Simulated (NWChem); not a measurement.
# C2H4BrCl (1-bromo-1-chloroethane): levels of theory compared

We compute a comparison of 4 runs (HF/STO-3G, HF/3-21G, B3LYP/6-31G*) of C2H4BrCl (1-bromo-1-chloroethane). 

The calculation is run with NWChem 7.3.0.

2 further runs of the same task are left out: 2 that didn't finish.

## (1) The molecule

C2H4BrCl: 8 atoms, total charge 0, spin state singlet. As SMILES, `CC(Cl)Br`. The C1–C2 distance was set to 3.306 Å, away from the relaxed value. At this shape a bond of the SMILES string is far longer than usual.

Bond lengths: C2–Cl3 1.770 Å, C2–Br4 1.948 Å, C1–H5 1.090 Å, C1–H6 1.091 Å, C1–H7 1.092 Å, C2–H8 1.086 Å. Angles: Cl3–C2–Br4 110.6°, Cl3–C2–H8 106.6°, Br4–C2–H8 104.7°, H5–C1–H6 109.0°, H5–C1–H7 108.9°, H6–C1–H7 109.1°.

## (2) The energy at HF/STO-3G (run 1)

Input file run.py:

```python
from ase import Atoms
from ase.calculators.nwchem import NWChem

system = Atoms(['C', 'C', 'Cl', 'Br', 'H', 'H', 'H', 'H'], positions=[
    [0.473583, 2.585759, -0.089161],
    [-0.091600, -0.665200, 0.116100],
    [1.308100, -1.595600, -0.439400],
    [-1.682700, -1.150500, -0.897800],
    [0.660683, 2.878959, -1.122161],
    [-0.391217, 3.136359, 0.284639],
    [1.347783, 2.840559, 0.514039],
    [-0.299600, -0.994300, 1.130100],
])

calc = NWChem(
    label='c2h4brcl',
    theory='scf',
    memory='2200 mb',
    basis='STO-3G',
    basispar='spherical bse',
    scf={'nopen': '0', 'rhf': None, 'thresh': '1e-08', 'maxiter': '80'},
    task='energy',
)
system.calc = calc

e = system.get_potential_energy()
print(f"E = {e:.6f} eV")
print("dipole (e A):", system.get_dipole_moment().round(4))
```

Run with:

```
$ export ASE_NWCHEM_COMMAND="nwchem PREFIX.nwi > PREFIX.nwo"
$ python run.py
```

Standard output:

```text
E = -83703.375441 eV
dipole (e A): [-0.038   0.7214  0.2617]
```

The calculator wrote c2h4brcl.nwi:

```
title "c2h4brcl"

permanent_dir c2h4brcl

scratch_dir c2h4brcl

start c2h4brcl

geometry units angstrom nocenter noautosym noautoz
  C  4.7358299999999998e-01 2.5857589999999999e+00 -8.9161000000000004e-02
  C  -9.1600000000000001e-02 -6.6520000000000001e-01 1.1609999999999999e-01
  Cl 1.3081000000000000e+00 -1.5955999999999999e+00 -4.3940000000000001e-01
  Br -1.6827000000000001e+00 -1.1505000000000001e+00 -8.9780000000000004e-01
  H  6.6068300000000002e-01 2.8789590000000000e+00 -1.1221610000000000e+00
  H  -3.9121699999999998e-01 3.1363590000000001e+00 2.8463899999999998e-01
  H  1.3477830000000000e+00 2.8405589999999998e+00 5.1403900000000002e-01
  H  -2.9959999999999998e-01 -9.9429999999999996e-01 1.1301000000000001e+00
end

memory 2200 mb

basis spherical bse noprint
   * library STO-3G
end

scf
  nopen 0
  rhf
  thresh 1e-08
  maxiter 80
end

task scf energy
```

c2h4brcl.nwo, cut to the lines that bear on the results:

```text
[...]
      One-electron energy =  -4852.096821361079
[... 1 line left out ...]
 Nuclear repulsion energy =    279.062291563413
[... 49 lines left out ...]
                       ROHF Final Molecular Orbital Analysis
[... 166 lines left out ...]
 center of mass
[...]
```

Run time: 3.9 s. Hardware: 1 thread of Intel Xeon 6975P-C (Granite Rapids), shared host; peak memory 0.096 GiB.

## (3) A single-point energy at HF/3-21G (run 2)

Input file nw.nw:

```
start nw
title "C2H4BrCl hf"
memory stack 880 mb heap 220 mb global 1100 mb
charge 0

geometry units angstroms noautosym nocenter noautoz
   C      0.473583     2.585759    -0.089161
   C     -0.091600    -0.665200     0.116100
   Cl     1.308100    -1.595600    -0.439400
   Br    -1.682700    -1.150500    -0.897800
   H      0.660683     2.878959    -1.122161
   H     -0.391217     3.136359     0.284639
   H      1.347783     2.840559     0.514039
   H     -0.299600    -0.994300     1.130100
end

basis spherical bse
   * library 3-21G
end

scf
   thresh 1e-08
   maxiter 80
   noprint "final vectors analysis"
end

task scf energy
```

Run with:

```
$ nwchem nw.nw > nw.out
```

Standard output:

```text
[...]
  functions       =    61
[...]
  wavefunction    = RHF
[...]
         Total SCF energy =  -3094.711238474044
      One-electron energy =  -4863.442468959263
      Two-electron energy =   1489.668938921806
 Nuclear repulsion energy =    279.062291563413
        Time for solution =      2.7s
[...]
```

It took 3.6 s on 1 thread of Intel Xeon 6975P-C (Granite Rapids), shared host; peak memory 0.096 GiB.

Run 3 isn't shown in full; the table further down has it.

## (4) A single-point energy at B3LYP/6-31G(d) (Cartesian functions) (run 4)

Input file run.py:

```python
from ase import Atoms
from ase.calculators.nwchem import NWChem

molecule = Atoms('CCClBrHHHH', positions=[
    [0.473583, 2.585759, -0.089161],
    [-0.091600, -0.665200, 0.116100],
    [1.308100, -1.595600, -0.439400],
    [-1.682700, -1.150500, -0.897800],
    [0.660683, 2.878959, -1.122161],
    [-0.391217, 3.136359, 0.284639],
    [1.347783, 2.840559, 0.514039],
    [-0.299600, -0.994300, 1.130100],
])

calc = NWChem(
    label='work',
    theory='dft',
    memory='2200 mb',
    basis='6-31G*',
    dft={'xc': 'b3lyp', 'mult': '1', 'grid': 'fine', 'convergence': 'energy 1e-08', 'iterations': '100', 'mulliken': None},
    task='energy',
)
molecule.calc = calc

print("Total energy (eV):", round(molecule.get_potential_energy(), 6))
print("dipole (e A):", molecule.get_dipole_moment().round(4))
```

Run with:

```
$ export ASE_NWCHEM_COMMAND="nwchem PREFIX.nwi > PREFIX.nwo"
$ python run.py
```

Standard output:

```text
Total energy (eV): -84695.693287
dipole (e A): [0.0393 0.3328 0.2086]
```

The calculator wrote work.nwi:

```
title "work"

permanent_dir work

scratch_dir work

start work

geometry units angstrom nocenter noautosym noautoz
  C  4.7358299999999998e-01 2.5857589999999999e+00 -8.9161000000000004e-02
  C  -9.1600000000000001e-02 -6.6520000000000001e-01 1.1609999999999999e-01
  Cl 1.3081000000000000e+00 -1.5955999999999999e+00 -4.3940000000000001e-01
  Br -1.6827000000000001e+00 -1.1505000000000001e+00 -8.9780000000000004e-01
  H  6.6068300000000002e-01 2.8789590000000000e+00 -1.1221610000000000e+00
  H  -3.9121699999999998e-01 3.1363590000000001e+00 2.8463899999999998e-01
  H  1.3477830000000000e+00 2.8405589999999998e+00 5.1403900000000002e-01
  H  -2.9959999999999998e-01 -9.9429999999999996e-01 1.1301000000000001e+00
end

memory 2200 mb

basis noprint
   * library 6-31G*
end

dft
  xc b3lyp
  mult 1
  grid fine
  convergence energy 1e-08
  iterations 100
  mulliken
end

task dft energy
```

work.nwo, cut to the lines that bear on the results:

```text
[...]
      One electron energy =    -4877.398387462244
[... 1 line left out ...]
    Exchange-Corr. energy =     -131.667315934506
[... 6 lines left out ...]
                       DFT Final Molecular Orbital Analysis
[... 659 lines left out ...]
     -------------------------------------------
[...]
```

Wall time 18 s (1 thread of Intel Xeon 6975P-C (Granite Rapids), shared host); peak memory 0.12 GiB.

## (5) The series

```tsv
run	level	iteration cap	module	energy (Eh)	dipole moment (D)	HOMO energy (eV)	LUMO energy (eV)	wall time
1	HF/STO-3G	80	scf	-3076.042336	3.69	-5.22	0.57	3.9 s
2	HF/3-21G	80	scf	-3094.711238	4.30	–	–	3.6 s
3	B3LYP/6-31G* (spherical functions)	100	dft	-3112.495745	1.89	-6.05	-4.07	33 s
4	B3LYP/6-31G* (Cartesian functions)	100	dft	-3112.509345	1.90	-6.05	-4.07	18 s
```

## (6) What came out

| quantity | value |
| --- | --- |
| run 4: total energy | -3112.50934 Eh |
| run 4: dipole moment | 1.90 D |
| run 4: HOMO energy | -6.05 eV |
| run 4: LUMO energy | -4.07 eV |
| run 4: HOMO–LUMO gap | 1.98 eV |

The dipole moment (its size) runs from 1.89 D (B3LYP/6-31G*) to 4.30 D (HF/3-21G). The two ends differ in method and basis. Over runs 1, 3, 4 the HOMO–LUMO gap runs from 1.98 eV (B3LYP/6-31G*) to 5.78 eV (HF/STO-3G). In run 1 the basis is minimal, so the values are rough. In runs 1, 2, 3, 4 a closed-shell determinant meets a far-stretched bond, which it describes badly. All runs together took 59 s, the longest 33 s.
